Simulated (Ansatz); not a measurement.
YIn, space group Pm-3m: cell relaxations under several functionals, run with the Ansatz DFT code, driven from Python.

`yin_lattice.py`:
```python
import ansatz as az
import numpy as np

def edges_and_angles(cell):
    cell = np.asarray(cell)
    a, b, c = np.linalg.norm(cell, axis=1)
    cosines = cell[1] @ cell[2] / (b * c), cell[0] @ cell[2] / (a * c), cell[0] @ cell[1] / (a * b)
    return (a, b, c, *np.degrees(np.arccos(cosines)))


def main() -> None:
    crystal = (
        az.Lattice.cubic(3.81)
        .space_group(221)
        .atom('Y', (0.5, 0.5, 0.5))
        .atom('In', (0.0, 0.0, 0.0))
    )

    job = (
        crystal.calculation()
        .occupations('Fermi-Dirac')
        .kpoints(7, 7, 7)
        .relax(cell=True)
    )

    levels = [('blyp', 'd3bj'), ('lda', 'none'), ('pbesol', 'd3bj')]
    print('level            a       b       c    alpha   beta  gamma  V/atom  steps')
    for name, dispersion in levels:
        seen = []
        run = job.functional(name, dispersion=dispersion).session().plan()
        res = run.execute(on_event=lambda e: seen.append(e) if e['event'] == 'relax_step' else None)
        cell = res.lattice.cell_ang
        label = name if dispersion == 'none' else f'{name}+{dispersion}'
        print('{:13s} {:7.4f} {:7.4f} {:7.4f} {:6.2f} {:6.2f} {:6.2f}'.format(label, *edges_and_angles(cell)), f'{abs(np.linalg.det(cell)) / len(res.lattice.sites):7.3f} {len(seen):5d}')


if __name__ == '__main__':
    main()
```

Rank the levels of theory by the volume of the relaxed cell.

From smallest to largest: PBEsol+D3BJ (24.38 Å³ an atom, -11.8 % against the start), LDA (24.57 Å³ an atom, -11.2 % against the start) and BLYP+D3BJ (25.31 Å³ an atom, -8.5 % against the start). The spread is 3.8 % in volume.

The run itself:

`python yin_lattice.py` gives:
```text
level            a       b       c    alpha   beta  gamma  V/atom  steps
DeckWarning: basis.ecutwfc = 420 eV, auto-derived from the records' recommended cutoffs: set by Y (normal level)
blyp+d3bj      3.6992  3.6992  3.6992  90.00  90.00  90.00  25.309     5
lda            3.6626  3.6626  3.6626  90.00  90.00  90.00  24.565     5
pbesol+d3bj    3.6534  3.6534  3.6534  90.00  90.00  90.00  24.382     5
```
(Warnings from the package without file and line.)

Caveats:
- Forces vanish by symmetry, so the ions can't move, and the end may be a saddle.
- BLYP and dispersion corrections can be off by several per cent in the lattices of metals, and by several GPa in the pressure at a fixed cell.
- The mesh is modest for a metal, so energies can be off by several to tens of meV an atom and pressures by half a GPa or more; differences at equal mesh fare better.
- The starting cell is as deposited in a crystallographic database; the results hold for this polymorph, which needn't be the stable one.
- Timing: 31 s on 1 thread of Arm Neoverse N1, on a shared host, peak memory 0.42 GiB.
